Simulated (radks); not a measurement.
**Nuclear size and the levels of Tc⁺**

The task here is to estimate one member of a computed series from the others.

Method: Dirac Kohn-Sham, exchange-only LDA, spin-unpolarised, spherical densities, finite nucleus; open shells fill j = l - 1/2 first. Code: radks (a radial shooting solver on a logarithmic mesh, Libxc functionals) version 1.

### The atom as given

```
element            : technetium (Z = 43)
charge             : +1
electrons          : 42
configuration      : [Kr] 4d5 5s1
nuclear rms radius : 4.4112 fm
```

Set-up of the first run:

The run's settings:

```text
Z 43
configuration [Kr] 4d5 5s1 5p0 6s0
relativity Dirac
functional lda,
spin unpolarised
j_filling energy
nucleus finite rms 4.4112 fm
c 137.035999084
```

Steps of the session up to this table: rms radius 4.4112 fm.

One of the session's tables, all rows but one given; the rest of the session is left out.

It belongs to the step «rms radius 4.4112 fm». Radial moments (bohr):

```
level    <r>  outermost maximum (interpolated)  90 % within  nodes
4p1/2  1.152                              1.00         1.71      2
4p3/2  1.183                              1.03         1.76      2
4d3/2  1.683                              1.27         2.70      1
4d5/2  1.703                              1.28         2.74      1
5s1/2  3.059                              2.63         4.50      4
5p1/2  3.836                              3.24         5.72      3
5p3/2      ?                                 ?            ?      ?
6s1/2  7.802                              7.05         11.3      5
```

Estimate the missing values for 5p3/2.

As computed: <r>: 3.935; outermost maximum (interpolated): 3.32; 90 % within: 5.86; nodes: 3. In the column «<r>» it lies between 5p1/2 (3.836) and 6s1/2 (7.802).
